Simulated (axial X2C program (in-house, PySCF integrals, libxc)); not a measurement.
# All-electron X2C curves of CrLi⁻

Aim: find the lowest determinant of CrLi⁻, scan the bond at several levels and fit the constants, once spin-free and once with spin–orbit coupling.

Computed with an in-house X2C program for linear molecules on PySCF integrals. Level: all-electron X2C, Cr dyall-acv3z, Li dyall-av3z.

All values are calculated.

## Step 1: Set-up

The input, task.json:

```json
{
 "zs": [
  24,
  3
 ],
 "q": -1,
 "bas": [
  "dyall-acv3z",
  "dyall-av3z"
 ],
 "levels": [
  "PBE0",
  "HF",
  "PBE"
 ],
 "cc": true,
 "r0": 2.55,
 "thr": -2.0,
 "nmax": 90,
 "npts": 10,
 "nst": 2,
 "ntry": 6
}
```

Keys: zs atomic numbers; q charge; bas basis sets; levels methods (HF also brings MP2); cc coupled cluster on or off; r0 starting distance in Å; thr threshold in hartree for freezing inner shells (an s shell follows its p shell); nmax most natural virtual spinors; npts points asked for on the curve; nst determinants followed; ntry starts of the search.

Run with:

```bash
> python so2c.py task.json out
```

Spin-free means the one-electron spin-free X2C Hamiltonian; two-component (2c) means X2C with spin–orbit coupling and atomic mean-field two-electron Coulomb and Gaunt terms. Basis: Cr dyall-acv3z contracted to [10s11p7d4f2g], Li dyall-av3z contracted to [9s9p3d]; Gaussian nuclei, density fitting. Masses: Cr 51.941 u, Li 7.016 u.

Notation: σ, π±, δ± give the projection m of an orbital's angular momentum (0, ±1, ±2), α and β its spin, Λ and M_S the sums; ω is the projection of a spinor's total angular momentum and Ω the sum. Logs are in hartree.

The results follow Hamiltonian by Hamiltonian and level by level.

## Step 2: Search for the lowest determinant

PBE0 moves the distance from 2.550 Å to 2.927 Å and compares determinants there.

Spin-free determinants:

```tsv
ΔE (eV)	state	open shells
0.00	M_S = 3, Λ = 0	beyond closed shells: 2 × σα, π+α, π-α, δ+α, δ-α
0.14	M_S = 2, Λ = 0	beyond closed shells: π+α, π-α, δ+α, δ-α
0.58	M_S = 2, Λ = 1	beyond closed shells: σα, π+α, π+β, π-α, δ+α, δ-α
0.60	M_S = 3, Λ = 1	beyond closed shells: σα, 2 × π+α, π-α, δ+α, δ-α
1.05	M_S = 4, Λ = 1	beyond closed shells: 3 × σα, 2 × π+α, π-α, δ+α, δ-α
1.06	M_S = 4, Λ = 0	beyond closed shells: 4 × σα, π+α, π-α, δ+α, δ-α
1.35	M_S = 3, Λ = 1	beyond closed shells: 3 × σα, π+α, π+β, π-α, δ+α, δ-α
```

Two-component determinants:

```
ΔE (eV)  state                                           open shells
   0.00  Ω = 3                excess of +ω over −ω: ω = 1/2, ω = 5/2
   0.14  Ω = 2               excess of +ω over −ω: ω = -1/2, ω = 5/2
   0.58  Ω = 1               excess of +ω over −ω: ω = -3/2, ω = 5/2
   0.60  Ω = 4                excess of +ω over −ω: ω = 3/2, ω = 5/2
   1.05  Ω = 5   excess of +ω over −ω: 2 × ω = 1/2, ω = 3/2, ω = 5/2
   1.06  Ω = 4            excess of +ω over −ω: 3 × ω = 1/2, ω = 5/2
   1.35  Ω = 2  excess of +ω over −ω: 2 × ω = 1/2, ω = -3/2, ω = 5/2
```

## Step 3: PBE0, spin-free

State followed: M_S = 3, Λ = 0 (beyond closed shells: 2 × σα, π+α, π-α, δ+α, δ-α). The scan is laid around 2.927 Å, a first estimate of the minimum, and this SCF restarts from the orbitals of the search.

The SCF at the reference distance of 2.927 Å:

```text
spin-free X2C-1e  PBE0
basis functions 175  fitting functions 886  grid points 5087
iter        total energy     max residual
   1      -1058.114724062     5.28e-05
   2      -1058.114724197     4.38e-05
   3      -1058.114724304     6.64e-05
   4      -1058.114724347     5.16e-05
   5      -1058.114724388     1.09e-05
   6      -1058.114724400     6.40e-06
   7      -1058.114724404     4.82e-06
converged
one-electron -1487.15737715  Coulomb 466.96181440  exact exchange -12.47825172  xc functional -38.45791000  nuclear repulsion 13.01700006
```

Along the bond, energies from the lowest point:

```
R (Å)  E (eV)  μ (D)  HOMO (eV)  LUMO (eV)  iterations
2.546  0.0921  -9.46       0.51       1.23          34
2.664  0.0389  -9.34       0.49       1.25          27
2.751  0.0156  -9.26       0.47       1.26          25
2.839  0.0033  -9.20       0.44       1.27          22
2.927  0.0000  -9.15       0.42       1.28           7
3.029  0.0049  -9.12       0.39       1.29          21
3.132  0.0170  -9.11       0.36       1.30          19
3.264  0.0404  -9.12       0.32       1.31          20
3.425  0.0766  -9.19       0.27       1.32          20
3.659  0.1370  -9.37       0.20       1.34          21
```

Dipoles are positive if Li is the positive end and refer to the centre of mass.

Outer orbitals at the reference distance:

```csv
symmetry,occupied,ε (eV),atomic character
σα,yes,-1.37,"44% Cr s, 26% Cr d, 19% Li s"
δ-α,yes,-1.10,100% Cr d
δ+α,yes,-1.10,100% Cr d
π-α,yes,-1.10,98% Cr d
π+α,yes,-1.10,98% Cr d
σα,yes,-1.05,"73% Cr d, 19% Cr s, 4% Li s"
σβ,yes,-0.34,"43% Cr s, 39% Li s, 11% Li p"
σα,yes,0.42,"35% Li s, 32% Li p, 26% Cr p"
σα,no,1.28,"91% Li p, 4% Cr p, 3% Cr s"
π+α,no,1.32,100% Li p
π-α,no,1.32,100% Li p
σα,no,1.37,"60% Li s, 36% Cr p, 3% Li p"
```

PBE0 fields in the half plane through the axis: z from -2.4 to 5.1 Å across, distance from the axis 0.15 to 2.25 Å upwards; Cr lies at z = 0 and Li at z = 2.927 Å; the ELF is damped to zero where the density is low.

log10 density (e/bohr³). Ten even steps from ' ' (-3.59 ) to '@' (1.40 ):
```
        ......................................      
    ........::::::::::::..........................  
  ......::::::::::::::::::::::::::..................
  ....::::::----------::::::::::::::::::::..........
....::::::----======------::::::::::::::::::::......
....::::----==++++++====------::::----::::::::::....
....::::--==++######++==----------==++==::::::::....
....::----==**##@@##**++==------==**##++--::::::::..
```

ELF. Ten even steps from '0' (0.01 ) to '9' (1.00 ):
```
01233333333344444567888876
12344443333455556678999998
24444433333456677788999999
34444322222356776557999999
45443222211246872000499999
45432224542136730000059999
54432257775225700895019999
54421375757225603999008999
```

Re = 2.921 Å, ωe = 201.7 cm⁻¹, ωexe = 1.91 cm⁻¹, Be = 0.3195 cm⁻¹, De = 0.840 eV, μ = -9.15 D.

## Step 4: HF, spin-free

Output at 2.927 Å:

```text
spin-free X2C-1e  HF
basis functions 175  fitting functions 886  grid points 5087
iter        total energy     max residual
   1      -1057.091569563     1.93e-01
   2      -1057.111074982     8.89e-03
   3      -1057.113813568     2.35e-02
   4      -1057.114541571     7.92e-03
   5      -1057.114882510     2.80e-03
   6      -1057.115391923     1.17e-02
   7      -1057.115511406     6.58e-03
   8      -1057.115580352     1.20e-03
   9      -1057.115584582     7.94e-04
  10      -1057.115586802     4.91e-05
  11      -1057.115586963     8.55e-05
  12      -1057.115587068     2.99e-05
  13      -1057.115587092     1.16e-05
  14      -1057.115587111     2.35e-05
  15      -1057.115587117     1.19e-05
  16      -1057.115587118     2.09e-06
converged
one-electron -1487.55131585  Coulomb 467.47397446  exact exchange -50.05524579  xc functional 0.00000000  nuclear repulsion 13.01700006
```

No constants are quoted: the lowest point is the long end of the scan.

## Step 5: PBE, spin-free

The SCF at the reference distance of 2.927 Å:

```text
spin-free X2C-1e  PBE
basis functions 175  fitting functions 886  grid points 5087
iter        total energy     max residual
   1      -1058.100035087     6.43e-02
   2      -1058.102001292     4.18e-02
   3      -1058.102617403     2.78e-02
   4      -1058.103373078     2.68e-03
   5      -1058.103401519     4.29e-04
   6      -1058.103420882     1.51e-03
   7      -1058.103425519     2.45e-04
   8      -1058.103428336     1.76e-04
   9      -1058.103430408     1.46e-04
  10      -1058.103432305     1.35e-04
  11      -1058.103433244     6.04e-05
  12      -1058.103433667     3.10e-05
  13      -1058.103433809     2.80e-05
  14      -1058.103433854     1.41e-05
  15      -1058.103433869     1.06e-05
  16      -1058.103433878     7.48e-06
converged
one-electron -1486.59358994  Coulomb 466.34671467  exact exchange 0.00000000  xc functional -50.87355867  nuclear repulsion 13.01700006
```

No constants are quoted: the solution changes its character somewhere along the scan, so the fit is set aside.

## Step 6: Correlated methods, spin-free

Correlated methods: 8 electrons correlated (frozen shells, counted by type: Cr 3 s, 2 p; Li 1 s), 286 virtual spinors in MP2, 90 natural virtuals in coupled cluster.

Output of the correlated part at 2.927 Å:

```text
correlated 8  virtual 286  natural virtual 90  E(MP2) -0.125903547  MP2 remainder -0.004391669
iter   CCSD correlation   residual
   1     -0.130177118   1.56e-01
   2     -0.138240079   9.42e-02
   3     -0.141208086   5.38e-02
   4     -0.142551407   3.24e-02
   5     -0.143428814   1.72e-02
   6     -0.143680663   8.90e-03
   7     -0.143619495   3.80e-03
   8     -0.143676874   1.88e-03
   9     -0.143681499   1.04e-03
  10     -0.143687677   5.67e-04
  11     -0.143687655   3.69e-04
  12     -0.143686576   2.16e-04
  13     -0.143685648   1.26e-04
  14     -0.143684869   7.73e-05
  15     -0.143684745   4.38e-05
  16     -0.143684556   2.58e-05
  17     -0.143684262   1.65e-05
  18     -0.143683972   1.08e-05
  19     -0.143683777   6.30e-06
  20     -0.143683667   4.04e-06
  21     -0.143683613   2.67e-06
  22     -0.143683594   1.72e-06
(T) -0.007982096  T1 0.1057  D1 0.2072  max T2 0.105
```

T1 in the output is the amplitude norm over the root of the electron number; divide by √2 for the Lee–Taylor value.

MP2: No constants are quoted: the reference is strongly spin-contaminated.

CCSD: Re = 2.908 Å, ωe = 205.4 cm⁻¹, ωexe = 2.46 cm⁻¹, Be = 0.3226 cm⁻¹, De = 0.789 eV. T1 at Re = 0.075 (Lee–Taylor, the printed value over √2).

CCSD(T): Re = 2.841 Å, ωe = 221.6 cm⁻¹, Be = 0.338 cm⁻¹, De = 0.921 eV. T1 at Re = 0.074 (Lee–Taylor, the printed value over √2).

## Step 7: A higher determinant, spin-free

State: M_S = 2, Λ = 0 (beyond closed shells: π+α, π-α, δ+α, δ-α).

Output at the reference distance:

```text
spin-free X2C-1e  PBE0
basis functions 175  fitting functions 886  grid points 5087
iter        total energy     max residual
   1      -1058.109666579     3.37e-05
   2      -1058.109666659     3.86e-05
   3      -1058.109666686     1.73e-05
   4      -1058.109666698     1.04e-05
   5      -1058.109666701     4.79e-06
converged
one-electron -1487.04519608  Coulomb 466.84039050  exact exchange -12.47487614  xc functional -38.44698505  nuclear repulsion 13.01700006
```

| R (Å) | E above the lowest PBE0 point (eV) |
| --- | --- |
| 2.546 | 0.185 |
| 2.664 | 0.146 |
| 2.751 | 0.133 |
| 2.839 | 0.131 |
| 2.927 | 0.138 |
| 3.029 | 0.154 |
| 3.132 | 0.177 |
| 3.264 | 0.213 |
| 3.425 | 0.264 |

Re = 2.812 Å, ωe = 229.2 cm⁻¹, ωexe = 2.04 cm⁻¹, Be = 0.3448 cm⁻¹, μ = -6.78 D. ⟨S²⟩ = 7.06 against 6.00 for a pure state, so this determinant mixes spins. Te = 0.13 eV.

## Step 8: The spin-free curves together

Energy (eV) of the followed determinant, spin-free, from each level's lowest point:

```
R (Å)   PBE0     HF  MP2 (spin-contaminated)   CCSD  CCSD(T)  PBE (jumps)
2.546  0.092  0.388                    0.058    n/a      n/a        0.061
2.664  0.039  0.280                    0.022  0.035    0.020        0.019
2.751  0.016  0.215                    0.008  0.013    0.005        0.004
2.839  0.003  0.161                    0.001  0.002    0.000        0.000
2.927  0.000  0.118                    0.000  0.000    0.004        0.004
3.029  0.005  0.078                    0.005  0.006    0.017        0.018
3.132  0.017  0.048                    0.016  0.020    0.037        0.038
3.264  0.040  0.022                    0.035  0.044    0.069        0.072
3.425  0.077  0.004                    0.065    n/a      n/a        0.118
3.659  0.137  0.000                    0.116    n/a      n/a        0.191
```

## Step 9: PBE0, 2c

State followed: Ω = 3 (excess of +ω over −ω: ω = 1/2, ω = 5/2). The scan is laid around 2.927 Å, a first estimate of the minimum, and this SCF restarts from the orbitals of the search.

Output at 2.927 Å:

```text
two-component X2C + atomic mean field  PBE0
basis functions 175  fitting functions 886  grid points 5087
iter        total energy     max residual
   1      -1057.861198615     8.66e-05
   2      -1057.861198631     4.12e-05
   3      -1057.861198653     2.10e-05
   4      -1057.861198664     1.01e-05
   5      -1057.861198673     9.25e-06
converged
one-electron -1486.53039499  Coulomb 466.83744081  exact exchange -12.47529102  xc functional -38.44866906  nuclear repulsion 13.01700006  atomic mean-field constant -0.26128448
```

Along the bond, energies from the lowest point:

| R (Å) | E (eV) | μ (D) | HOMO (eV) | LUMO (eV) | iterations |
| --- | --- | --- | --- | --- | --- |
| 2.546 | 0.0922 | -9.47 | 0.51 | 1.24 | 34 |
| 2.664 | 0.0390 | -9.34 | 0.49 | 1.25 | 28 |
| 2.751 | 0.0157 | -9.26 | 0.47 | 1.27 | 25 |
| 2.839 | 0.0033 | -9.20 | 0.44 | 1.28 | 22 |
| 2.927 | 0.0000 | -9.16 | 0.42 | 1.28 | 5 |
| 3.029 | 0.0049 | -9.12 | 0.39 | 1.29 | 21 |
| 3.132 | 0.0169 | -9.11 | 0.36 | 1.30 | 18 |
| 3.264 | 0.0403 | -9.13 | 0.32 | 1.31 | 20 |
| 3.425 | 0.0764 | -9.19 | 0.27 | 1.32 | 20 |
| 3.659 | 0.1367 | -9.37 | 0.20 | 1.34 | 21 |

Dipoles are positive if Li is the positive end and refer to the centre of mass.

Outer spinors at the reference distance:

| ω | occupied | ε (eV) | atomic character | λ mixture |
| --- | --- | --- | --- | --- |
| 1/2 | yes | -1.37 | 44% Cr s, 26% Cr d, 19% Li s | 100% σ |
| -3/2 | yes | -1.14 | 100% Cr d | 100% δ |
| -1/2 | yes | -1.12 | 99% Cr d | 100% π |
| 3/2 | yes | -1.09 | 98% Cr d | 100% π |
| 5/2 | yes | -1.08 | 100% Cr d | 100% δ |
| 1/2 | yes | -1.06 | 72% Cr d, 19% Cr s, 4% Li s | 100% σ |
| -1/2 | yes | -0.34 | 43% Cr s, 39% Li s, 11% Li p | 100% σ |
| 1/2 | yes | 0.42 | 35% Li s, 32% Li p, 26% Cr p | 100% σ |
| 1/2 | no | 1.28 | 92% Li p, 4% Cr p, 3% Cr s | 100% σ |
| 3/2 | no | 1.32 | 100% Li p | 100% π |
| -1/2 | no | 1.32 | 100% Li p | 100% π |
| 1/2 | no | 1.37 | 60% Li s, 36% Cr p, 3% Li p | 100% σ |

PBE0 fields in the half plane through the axis: z from -2.4 to 5.1 Å across, distance from the axis 0.15 to 2.25 Å upwards; Cr lies at z = 0 and Li at z = 2.927 Å; the ELF is damped to zero where the density is low.

log10 density (e/bohr³). Ten even steps from ' ' (-3.59 ) to '@' (1.40 ):
```
        ......................................      
    ........::::::::::::..........................  
  ......::::::::::::::::::::::::::..................
  ....::::::----------::::::::::::::::::::..........
....::::::----======------::::::::::::::::::::......
....::::----==++++++====------::::----::::::::::....
....::::--==++######++==----------==++==::::::::....
....::----==**##@@##**++==------==**##++--::::::::..
```

ELF. Ten even steps from '0' (0.01 ) to '9' (1.00 ):
```
01233333333344444567888876
12344443333455556678999998
24444433333456677788999999
34444322222356776557999999
45443222211246872000499999
45432224542136730000059999
54432257775225700895019999
54421375757225603999008999
```

Re = 2.922 Å, ωe = 201.5 cm⁻¹, ωexe = 1.91 cm⁻¹, Be = 0.3194 cm⁻¹, De = 0.840 eV, μ = -9.16 D.

## Step 10: HF, 2c

Output at 2.927 Å:

```text
two-component X2C + atomic mean field  HF
basis functions 175  fitting functions 886  grid points 5087
iter        total energy     max residual
   1      -1056.838402668     1.93e-01
   2      -1056.857900419     8.92e-03
   3      -1056.860636561     2.34e-02
   4      -1056.861362964     7.91e-03
   5      -1056.861704118     2.80e-03
   6      -1056.862213948     1.17e-02
   7      -1056.862333214     6.56e-03
   8      -1056.862401981     1.20e-03
   9      -1056.862406207     7.93e-04
  10      -1056.862408464     5.00e-05
  11      -1056.862408646     9.23e-05
  12      -1056.862408794     3.61e-05
  13      -1056.862408843     1.67e-05
  14      -1056.862408899     4.19e-05
  15      -1056.862408928     3.01e-05
  16      -1056.862408950     1.08e-05
  17      -1056.862408966     1.71e-05
  18      -1056.862408981     2.27e-05
  19      -1056.862408992     1.35e-05
  20      -1056.862408997     4.86e-06
  21      -1056.862409000     4.73e-06
  22      -1056.862409000     3.67e-06
  23      -1056.862409001     1.05e-06
converged
one-electron -1486.92298938  Coulomb 467.34820011  exact exchange -50.04333532  xc functional 0.00000000  nuclear repulsion 13.01700006  atomic mean-field constant -0.26128448
```

No constants are quoted: the lowest point is the long end of the scan.

## Step 11: PBE, 2c

Output at 2.927 Å:

```text
two-component X2C + atomic mean field  PBE
basis functions 175  fitting functions 886  grid points 5087
iter        total energy     max residual
   1      -1057.846374495     6.43e-02
   2      -1057.848341214     4.18e-02
   3      -1057.848959603     2.77e-02
   4      -1057.849712154     2.67e-03
   5      -1057.849740467     4.31e-04
   6      -1057.849759677     1.51e-03
   7      -1057.849764268     2.41e-04
   8      -1057.849767042     1.75e-04
   9      -1057.849769057     1.42e-04
  10      -1057.849770890     1.31e-04
  11      -1057.849771782     5.86e-05
  12      -1057.849772180     3.05e-05
  13      -1057.849772311     2.67e-05
  14      -1057.849772351     1.33e-05
  15      -1057.849772364     9.46e-06
  16      -1057.849772371     6.81e-06
converged
one-electron -1485.96659226  Coulomb 466.22228873  exact exchange 0.00000000  xc functional -50.86118443  nuclear repulsion 13.01700006  atomic mean-field constant -0.26128448
```

Re = 2.835 Å, ωe = 222.9 cm⁻¹, ωexe = 2.16 cm⁻¹, Be = 0.3394 cm⁻¹, De = 1.01 eV, μ = -9.18 D.

## Step 12: Correlated methods, 2c

Correlated methods: 8 electrons correlated (frozen shells, counted by type: Cr 3 s, 2 p; Li 1 s), 286 virtual spinors in MP2, 90 natural virtuals in coupled cluster.

Output of the correlated part at 2.927 Å:

```text
correlated 8  virtual 286  natural virtual 90  E(MP2) -0.125831321  MP2 remainder -0.004391064
iter   CCSD correlation   residual
   1     -0.130111238   1.56e-01
   2     -0.138171785   9.41e-02
   3     -0.141131079   5.37e-02
   4     -0.142474122   3.24e-02
   5     -0.143349868   1.72e-02
   6     -0.143600370   8.89e-03
   7     -0.143539461   3.80e-03
   8     -0.143596873   1.88e-03
   9     -0.143601400   1.04e-03
  10     -0.143607585   5.67e-04
  11     -0.143607515   3.69e-04
  12     -0.143606417   2.16e-04
  13     -0.143605474   1.26e-04
  14     -0.143604684   7.72e-05
  15     -0.143604554   4.38e-05
  16     -0.143604362   2.60e-05
  17     -0.143604066   1.67e-05
  18     -0.143603775   1.09e-05
  19     -0.143603579   6.38e-06
  20     -0.143603469   4.09e-06
  21     -0.143603416   2.70e-06
  22     -0.143603398   1.73e-06
(T) -0.007965821  T1 0.1056  D1 0.2071  max T2 0.099
```

MP2: No constants are quoted: the reference changes its character somewhere along the scan, so the fit is set aside.

CCSD: No constants are quoted: the reference changes its character somewhere along the scan, so the fit is set aside.

CCSD(T): No constants are quoted: the reference changes its character somewhere along the scan, so the fit is set aside.

## Step 13: A higher determinant, 2c

State: Ω = 2 (excess of +ω over −ω: ω = -1/2, ω = 5/2).

Output at the reference distance:

```text
two-component X2C + atomic mean field  PBE0
basis functions 175  fitting functions 886  grid points 5087
iter        total energy     max residual
   1      -1057.856141685     9.31e-05
   2      -1057.856141688     1.51e-05
converged
one-electron -1486.41798999  Coulomb 466.71576648  exact exchange -12.47191054  xc functional -38.43772323  nuclear repulsion 13.01700006  atomic mean-field constant -0.26128448
```

| R (Å) | E above the lowest PBE0 point (eV) |
| --- | --- |
| 2.546 | 0.185 |
| 2.664 | 0.146 |
| 2.751 | 0.133 |
| 2.839 | 0.131 |
| 2.927 | 0.138 |
| 3.029 | 0.154 |
| 3.132 | 0.177 |
| 3.264 | 0.213 |
| 3.425 | 0.264 |

Re = 2.813 Å, ωe = 229.1 cm⁻¹, ωexe = 2.04 cm⁻¹, Be = 0.3447 cm⁻¹, μ = -6.78 D. Te = 0.13 eV.

## Step 14: The 2c curves together

Energy (eV) of the followed determinant, 2c, from each level's lowest point:

```csv
R (Å),PBE0,HF (jumps),MP2 (its reference jumps),CCSD (its reference jumps),CCSD(T) (its reference jumps),PBE
2.546,0.092,0.385,0.097,n/a,n/a,0.062
2.664,0.039,0.280,0.023,0.035,0.021,0.019
2.751,0.016,0.215,0.008,0.013,0.005,0.004
2.839,0.003,0.161,0.001,0.002,0.000,0.000
2.927,0.000,0.118,0.000,0.000,0.004,0.004
3.029,0.005,0.078,0.005,0.006,0.017,0.018
3.132,0.017,0.048,0.016,0.020,0.037,0.038
3.264,0.040,0.022,0.035,0.044,0.069,0.071
3.425,0.076,0.005,0.065,n/a,n/a,0.118
3.659,0.137,0.000,0.116,n/a,n/a,0.190
```

The whole job took 6 min on 1 thread of Arm Neoverse N1, shared host; peak memory 0.54 GiB.

## Step 15: Constants

Lowest determinant that the search found at its distance, spin-free: M_S = 3, Λ = 0 (beyond closed shells: 2 × σα, π+α, π-α, δ+α, δ-α).

Lowest determinant that the search found at its distance, 2c: Ω = 3 (excess of +ω over −ω: ω = 1/2, ω = 5/2).

| Hamiltonian | level | Re (Å) | ωe (cm⁻¹) | De (eV) |
| --- | --- | --- | --- | --- |
| spin-free | PBE0 | 2.921 | 201.7 | 0.840 |
| spin-free | CCSD | 2.908 | 205.4 | 0.789 |
| spin-free | CCSD(T) | 2.841 | 221.6 | 0.921 |
| 2c | PBE0 | 2.922 | 201.5 | 0.840 |
| 2c | PBE | 2.835 | 222.9 | 1.01 |

No constants: spin-free HF (the lowest point is the long end of the scan); spin-free MP2 (the reference is strongly spin-contaminated); spin-free PBE (the solution changes its character somewhere along the scan, so the fit is set aside); 2c HF (the lowest point is the long end of the scan); 2c MP2 (the reference changes its character somewhere along the scan, so the fit is set aside); 2c CCSD (the reference changes its character somewhere along the scan, so the fit is set aside); 2c CCSD(T) (the reference changes its character somewhere along the scan, so the fit is set aside).

Time per point (s) on 1 thread of Arm Neoverse N1, shared host (2c runs); the times are rough: PBE0 1.8, PBE 1.3.

In words: At PBE0, going from spin-free to two-component changes Re by 0 mÅ, ωe by -0.1 %, which is small (part of it comes from the scalar share of the two-electron terms). De moves by 0.00 eV; both De rest on single-determinant atoms, which can miss part of an open shell's spin–orbit lowering. The highest occupied level is positive at the mean-field levels quoted, but negative in the Hartree–Fock runs, so self-interaction plays a part.

De refers to Cr + Li-, each in the lowest determinant found, which need not be this curve's own limit. Each curve is one determinant whose occupation by symmetry is held fixed; it was picked as the lowest of a PBE0 search that is not exhaustive. De is counted from the lowest determinant-based energies of the atoms at the same level, without counterpoise correction. Density functionals use the spin component along the axis (collinear). CCSD and (T) use frozen natural virtuals with an MP2 correction for the truncation. With several unpaired electrons one determinant need not be a pure state. The spin-free determinant is spin-contaminated at some levels. T1 at Re is 0.075 (Lee–Taylor), above the customary mark of 0.02.
